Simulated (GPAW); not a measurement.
## CaB2: band structure with PBE

CaB2:

```
Ca B
1.0
     3.22643    0.00000    0.00000
    -1.61322    2.79417    0.00000
     0.00000    0.00000    4.06739
Ca B
1 2
Cartesian
  0.0000 0.0000 0.0000
  1.6132 0.9314 2.0337
  0.0000 1.8628 2.0337
```

The cell comes from a database or a generator and needn't be the stable form of this composition.

```json
{
  "Program": "GPAW 26.7.0",
  "Task": "band structure",
  "Functional": "PBE",
  "Potentials or basis": "GPAW PAW data sets (gpaw-data 1.2.1)",
  "Cutoff": "800 eV",
  "Basis": "pw",
  "k mesh": "9 × 9 × 7",
  "Occupations": "fermi-dirac, width 0.05 eV",
  "Spin": "no spin polarisation",
  "Maxiter": "150",
  "Band path": "GMKGALHA,LM,KH",
  "Band points": "100"
}
```

The pressure is -0.1 GPa. The band gap along the path is none (metal or under the smearing width).

Stress tensor (GPa, compression positive):
```
-0.36  0.00  0.00
 0.00 -0.36  0.00
 0.00  0.00  0.54
```

Levels at the corners of the path, in eV from the Fermi level:
```tsv
point	band 6	band 7	band 8	band 9	band 10	band 11
Γ	-1.80	0.38	0.38	0.46	5.40	5.40
M	-6.33	-1.36	-1.17	1.06	3.14	5.29
K	-5.87	-4.22	0.05	0.05	3.85	3.85
Γ	-1.80	0.38	0.38	0.46	5.40	5.40
A	-4.66	0.93	0.93	3.45	4.13	4.13
L	-5.47	-1.67	-0.82	-0.71	5.28	5.58
H	-6.16	-3.40	-0.34	-0.34	5.86	6.69
A	-4.66	0.93	0.93	3.45	4.13	4.13
L	-5.47	-1.67	-0.82	-0.71	5.28	5.58
M	-6.33	-1.36	-1.17	1.06	3.14	5.29
K	-5.87	-4.22	0.05	0.05	3.85	3.85
H	-6.16	-3.40	-0.34	-0.34	5.86	6.69
```

Wall time 76 s on 1 thread of Arm Neoverse V1, with other jobs on the host, peak memory 0.33 GiB.
